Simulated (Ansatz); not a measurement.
**GeH₄OS (SMILES [OH][GeH2][SH]): single points off equilibrium**

An exercise on one series of results from a longer session: the logs are not shown, and one member is left open.

Method: single points in def2-TZVPP; program: Ansatz 0.2.0, Gaussian basis.

Correlated methods freeze the cores. Filled d shells of the heavier atoms are correlated.

### Starting geometry

SMILES `[OH][GeH2][SH]`, 7 atoms, charge 0, spin multiplicity 1.

Atoms are counted from 1 here; the program's logs count them from 0.

Bond lengths: O1–Ge2 1.891 Å, O1–H4 1.015 Å, Ge2–S3 2.093 Å, Ge2–H5 1.443 Å, Ge2–H6 1.675 Å, S3–H7 1.231 Å. Angles: Ge2–O1–H4 119.8°, O1–Ge2–S3 106.6°, O1–Ge2–H5 102.0°, O1–Ge2–H6 91.8°, S3–Ge2–H5 122.5°, S3–Ge2–H6 123.7°, H5–Ge2–H6 103.7°, Ge2–S3–H7 91.1°.

Coordinates:

```
O    -1.6259   -0.5298    0.0210
Ge    0.1075    0.2135   -0.1209
S     1.4251   -1.1729    0.7301
H    -2.4309    0.0011   -0.2972
H     0.1637    0.5802   -1.5151
H    -0.3763    1.6239    0.6412
H     2.3936   -0.4781    0.4227
```

Set-up of the first run:

run/in.yaml reads:

```yaml
crystal:
  periodic: [false, false, false]
  atoms:
    - {symbol: O, position_ang: [-1.625900, -0.529800, 0.021000]}
    - {symbol: Ge, position_ang: [0.107500, 0.213500, -0.120900]}
    - {symbol: S, position_ang: [1.425100, -1.172900, 0.730100]}
    - {symbol: H, position_ang: [-2.430900, 0.001100, -0.297200]}
    - {symbol: H, position_ang: [0.163700, 0.580200, -1.515100]}
    - {symbol: H, position_ang: [-0.376300, 1.623900, 0.641200]}
    - {symbol: H, position_ang: [2.393600, -0.478100, 0.422700]}
basis:
  gaussian: {orbitals: def2-TZVPP}
correlation: {method: ccsd_t}
output: {forces: true}
```

No record of the launch command was kept for these runs.

Steps of the session up to this table: CCSD(T)/def2-TZVPP; PBE0-D4/def2-TZVPP; wB97M-V/def2-TZVPP; r2SCAN-D4/def2-TZVPP; PBE-D4/def2-TZVPP; B97M-V/def2-TZVPP; r2SCAN0-D4/def2-TZVPP.

One table of the session follows, with a row left open; its other results are not shown here.

| method | RMS force component (eV/Å) | angle to CCSD(T) forces (°) | dipole (D) |
| --- | --- | --- | --- |
| CCSD(T) | 2.043 | reference | 2.46 |
| PBE0-D4 | 2.040 | 2.9 | 2.44 |
| wB97M-V | 2.021 | 1.5 | 2.48 |
| r2SCAN-D4 | 2.011 | 2.5 | 2.38 |
| PBE-D4 | 2.000 | 7.2 | 2.26 |
| B97M-V | 2.003 | 2.6 | 2.32 |
| r2SCAN0-D4 | ? | ? | ? |

Estimate the missing values for r2SCAN0-D4.

The run gave: RMS force component (eV/Å): 2.053; angle to CCSD(T) forces (°): 4.0; dipole (D): 2.51. In the column «RMS force component (eV/Å)» it is the highest.
